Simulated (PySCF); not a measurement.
# C4H7BGeO2: the cost of one run

Programs: PySCF 2.14.0, with density-fitted response routines of our own. Each step states its level of theory. These are calculated values for one molecule in the gas phase, unless marked as measured. Atoms count from 0, in the outputs and in this text.

**1. The starting structure**

15 atoms, charge 0, multiplicity 1; geometry from: GFN2-xTB.

Bonds of the start (Å): O0–B1 1.34, B1–O2 1.35, B1–Ge3 2.05, Ge3–C4 1.96, C4–C5 1.34, C5–C6 1.45, C6–C7 1.34, C7–Ge3 1.96, O0–H8 0.96, O2–H9 0.96, Ge3–H10 1.52, C4–H11 1.08, C5–H12 1.08, C6–H13 1.08, C7–H14 1.08.

**2. Ultraviolet spectrum: wB97X-D/def2-SVPD**

Job settings and geometry (Å):

```
{"job": {"kind": "uv", "xc": "wB97X-D", "basis": "def2-SVPD", "nstates": 8, "ntriplets": 3}, "charge": 0, "multiplicity": 1}
O     -2.035100     1.109710    -1.054987
B     -2.089558     0.004562    -0.304070
O     -3.283703    -0.570002    -0.055085
Ge    -0.264833    -0.639979     0.371132
C      1.204401    -0.821602    -0.910591
C      2.196153     0.007893    -0.570633
C      2.024191     0.794057     0.640162
C      0.884930     0.631035     1.320275
H     -2.869202     1.448650    -1.387792
H     -3.294147    -1.357396     0.486520
H     -0.331532    -1.916181     1.201913
H      1.251243    -1.438879    -1.792886
H      3.110671     0.115937    -1.139416
H      2.815928     1.466102     0.945816
H      0.676145     1.174082     2.227732
```

Method: TDDFT wB97X-D/def2-SVPD, vertical, gas phase, core orbitals frozen in the response.

The run is started by

```bash
$ OMP_NUM_THREADS=1 python probes_run.py task.json out
```

One launch serves the whole session: the jobs run in the order shown.

Q: Estimate the wall time and peak memory of this job on 1 thread of Intel Xeon at 2.50GHz, shared host.

About 2.8 min, with a peak of 1 GiB.
